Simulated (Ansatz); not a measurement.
**GeH₂O (singlet): the correlation ladder, cc-pVDZ**

One table from this session's results is given with a row withheld; the runs are named, their logs left out.

Program: Ansatz 0.2.0, Gaussian basis. Level of theory: cc-pVDZ, core rule «outside noble gas», up to 15 orbitals frozen. These are calculated values, not measurements.

To be run: UHF; CCSD(T) on RHF; CCSD(T) on UHF; BCCD(T) on RHF; CISD; CCSDT(Q) on RHF; CCSDT(Q) on UHF; CCSDTQ on RHF.

7 further runs of the same task are left out: 3 for a known fault of the program, 4 set aside as unsound or not needed.

## The geometry

The geometry is a PBE0/def2-TZVP stationary point (not a proven minimum). No spin-orbit coupling is included. The filled d shell of Ge may be among the frozen orbitals whatever the setting's name suggests; the logs give the count.

4 atoms, charge 0, spin multiplicity 1.

Atoms are counted from 1 here; the program's logs count them from 0.

Bond lengths: Ge1–O2 1.632 Å, Ge1–H3 1.542 Å, Ge1–H4 1.542 Å. Angles: O2–Ge1–H3 123.4°, O2–Ge1–H4 123.4°, H3–Ge1–H4 113.2°.

As a file:

```mol
GeH2O
  3D, bonds by distance, orders not assigned

  4  3  0  0  0  0  0  0  0  0999 V2000
    0.0000    0.0000    0.2692 Ge  0  0
    0.0000    0.0000   -1.3631 O   0  0
    0.0000    1.2866    1.1183 H   0  0
    0.0000   -1.2866    1.1183 H   0  0
  1  2  8  0
  1  3  8  0
  1  4  8  0
M  END
```

The first run:

File in.yaml:

```yaml
crystal:
  periodic: [false, false, false]
  atoms:
    - {symbol: Ge, position_ang: [0.000000, 0.000000, 0.269193]}
    - {symbol: O, position_ang: [0.000000, 0.000000, -1.363087]}
    - {symbol: H, position_ang: [0.000000, 1.286605, 1.118308]}
    - {symbol: H, position_ang: [0.000000, -1.286605, 1.118308]}
basis:
  gaussian: {orbitals: cc-pVDZ}
magnetization: {spin_polarized: true, initial_magnetization: 0}
hamiltonian: {xc: hf}
output: {orbitals: {seedname: orbitals}}
```

The run is started by

```bash
$ ansatz run in.yaml --threads 1 --pin off --events-out ev --progress --plain --max-ram 4096MiB --backend cpu
```

Among the steps run: UHF; CCSD(T) on RHF; CCSD(T) on UHF; BCCD(T) on RHF; CISD; CCSDT(Q) on RHF; CCSDT(Q) on UHF; CCSDTQ on RHF.

One of the session's tables, all rows but one given; the rest of the session is left out.

```
   method  from RCCSDTQ (meV)
      RHF             +8753.6
      UHF             +8745.5
     RMP2              +656.3
    RCCSD                   ?
 RCCSD(T)               +56.5
  BCCD(T)               +56.1
   RCCSDT               +35.5
RCCSDT(Q)               -10.6
  RCCSDTQ                   0
```

**Question.** Estimate the row for RCCSD.

As computed: from RCCSDTQ (meV): +371.9. In the column «from RCCSDTQ (meV)» it lies between RCCSD(T) (+56.5) and RMP2 (+656.3).
